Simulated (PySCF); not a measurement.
**Re²⁺: dipole response in aug-cc-pVTZ-PP with ECP60**

How polarisable is Re²⁺ at the levels listed below?

Program: PySCF 2.14.0. Level of theory: unrestricted determinants in a Gaussian basis, no spin-orbit coupling in the energies. These are calculated values, not measurements, unless marked.

### 1 What is computed

* Element: rhenium (Z = 75)
* Basis: aug-cc-pVTZ-PP with ECP60MDF
* Hamiltonian: a scalar-relativistic core potential
* State 1: Re²⁺: [Xe] 4f14 5d5, high-spin 6S determinant
* Methods: wB97X-V, revPBE

The outer shells:

Re2+ [Xe] 4f14 5d5
```
[Xe] core
4f [↑↓][↑↓][↑↓][↑↓][↑↓][↑↓][↑↓]
5d [↑ ][↑ ][↑ ][↑ ][↑ ]
```

One driver process ran all states and methods and kept the integrals in memory. Each run is shown as a PySCF script that sums up its settings (the driver passes frozen orbitals as a list and adds second-order terms of double hybrids); the logs are those of the runs themselves. The driver starts from symmetry-adapted Hartree-Fock orbitals, holds the occupation by maximum overlap and uses a logarithmic radial grid for functionals, so a plain start would take other cycles.

The integrals over 88 functions and the set-up took 1 s of CPU time.

### 2 Re²⁺

Level: wB97X-V.

File input.py:

```python
from pyscf import gto, scf, dft, mp, cc
import basis_set_exchange as bse
txt = bse.get_basis("aug-cc-pVTZ-PP", elements=["Re"], fmt="nwchem", header=False)
cut = txt.index("\nECP")
mol = gto.M(atom="Re 0 0 0", charge=2, spin=5, symmetry="D2h",
            basis=gto.basis.parse(txt[:cut]),
            ecp={"Re": gto.basis.parse_ecp(txt[cut:])})
mf = dft.UKS(mol, xc="WB97X_V")
mf.irrep_nelec = {'Ag': (3, 1), 'B1g': (1, 0), 'B2g': (1, 0), 'B3g': (1, 0), 'B1u': (1, 1), 'B2u': (1, 1), 'B3u': (1, 1)}
mf.kernel()
```

Standard output:

```text
damping factor = 0
level_shift factor = 0
DIIS = <class 'pyscf.scf.diis.CDIIS'>
diis_start_cycle = 1
diis_space = 10
diis_damp = 0
SCF conv_tol = 1e-09
SCF conv_tol_grad = None
number electrons alpha = 9  beta = 4
XC functionals = WB97X_V
    N. Mardirossian and M. Head-Gordon.,  Phys. Chem. Chem. Phys. 16, 9904-9924 (2014)
NLC functional = WB97X_V
cycle= 1 E= -77.5367220324794  delta_E= -0.003  |g|= 0.012  |ddm|= 0.117
cycle= 2 E= -77.5367889545089  delta_E= -6.69e-05  |g|= 0.00342  |ddm|= 0.0192
cycle= 3 E= -77.5367921421321  delta_E= -3.19e-06  |g|= 0.000786  |ddm|= 0.00386
cycle= 4 E= -77.5367923811498  delta_E= -2.39e-07  |g|= 3.18e-05  |ddm|= 0.00131
cycle= 5 E= -77.5367923817235  delta_E= -5.74e-10  |g|= 1.27e-06  |ddm|= 5.97e-05
converged SCF energy = -77.5367923817235  <S^2> = 8.7507939  2S+1 = 6.0002646
```

CPU time 16 s on a shared host, the integrals not counted.

Orbital energies by shell (radii are means over both spins):

```csv
shell,electrons,mean orbital energy (eV),spread (eV),rms radius (bohr)
5s α,1,-108.35,0,1.12
5s β,1,-105.40,0,1.12
5p α,3,-70.359,0,1.30
5p β,3,-66.261,0,1.30
5d α,5,-26.407,0,1.90
```

⟨S²⟩ = 8.751, ⟨L²⟩ = 0.00.

The driver then solved the coupled dipole response at imaginary frequencies: mean α = 11.97 bohr³, C₆ = 73.58 au for a like pair.

Energies and moments cover only the electrons outside the core potential. The p, d and f levels are scalar averages; spin-orbit coupling splits them strongly at this Z.

Level: revPBE.

input.py differs from the last one in:

```diff
@@ -7,3 +7,3 @@
             ecp={"Re": gto.basis.parse_ecp(txt[cut:])})
-mf = dft.UKS(mol, xc="WB97X_V")
+mf = dft.UKS(mol, xc="PBE_R,PBE")
 mf.irrep_nelec = {'Ag': (3, 1), 'B1g': (1, 0), 'B2g': (1, 0), 'B3g': (1, 0), 'B1u': (1, 1), 'B2u': (1, 1), 'B3u': (1, 1)}
```

Standard output:

```text
damping factor = 0
level_shift factor = 0
DIIS = <class 'pyscf.scf.diis.CDIIS'>
diis_start_cycle = 1
diis_space = 10
diis_damp = 0
SCF conv_tol = 1e-09
SCF conv_tol_grad = None
number electrons alpha = 9  beta = 4
XC functionals = PBE_R,PBE
    Y. Zhang and W. Yang.,  Phys. Rev. Lett. 80, 890 (1998)
    J. P. Perdew, K. Burke, and M. Ernzerhof.,  Phys. Rev. Lett. 77, 3865 (1996)
    J. P. Perdew, K. Burke, and M. Ernzerhof.,  Phys. Rev. Lett. 78, 1396 (1997)
cycle= 1 E= -77.649007531165  delta_E= -0.00573  |g|= 0.00488  |ddm|= 0.112
cycle= 2 E= -77.649017753771  delta_E= -1.02e-05  |g|= 0.000521  |ddm|= 0.0177
cycle= 3 E= -77.6490178795107  delta_E= -1.26e-07  |g|= 0.000387  |ddm|= 0.00088
cycle= 4 E= -77.6490179340423  delta_E= -5.45e-08  |g|= 6.6e-06  |ddm|= 0.000319
cycle= 5 E= -77.6490179340586  delta_E= -1.62e-11  |g|= 1.28e-07  |ddm|= 2.14e-05
converged SCF energy = -77.6490179340586  <S^2> = 8.7509622  2S+1 = 6.0003207
```

It used 7.7 s of CPU time after the integrals (shared host).

The driver then solved the coupled dipole response at imaginary frequencies: mean α = 12.39 bohr³, C₆ = 76.61 au for a like pair.

Radial density 4πr²ρ of Re²⁺ at revPBE, the electrons outside the core potential:

```csv
r (bohr),density,spin density
0.232,0.000520,0.000
0.391,0.0660,0.005
0.657,3.74,0.273
1.11,11.9,2.718
1.86,4.25,2.710
3.13,0.454,0.434
5.26,0.00799,0.008
```

### 3 The response side by side

Re²⁺, in atomic units:

```csv
method,mean α,C₆ (like pair),S(−4)
wB97X-V,11.97,73.58,50.06
revPBE,12.39,76.61,54.57
```

α(iu) at revPBE:

```csv
u (hartree),α(iu) (bohr³)
0,12.39
0.0500,12.25
0.100,11.88
0.200,10.71
0.300,9.410
0.500,7.276
0.750,5.479
1.00,4.276
1.50,2.803
2.00,1.965
3.00,1.101
5.00,0.4737
```

### 4 Results

```
 quantity                                    value
α of Re²⁺  11.97 (wB97X-V) to 12.39 (revPBE) bohr³
```

In words: A single London oscillator with the computed α and C₆ of Re²⁺ at wB97X-V would have ω = 4 C₆ / (3 α²) = 0.684 hartree. The basis is finite, and no extrapolation was made.
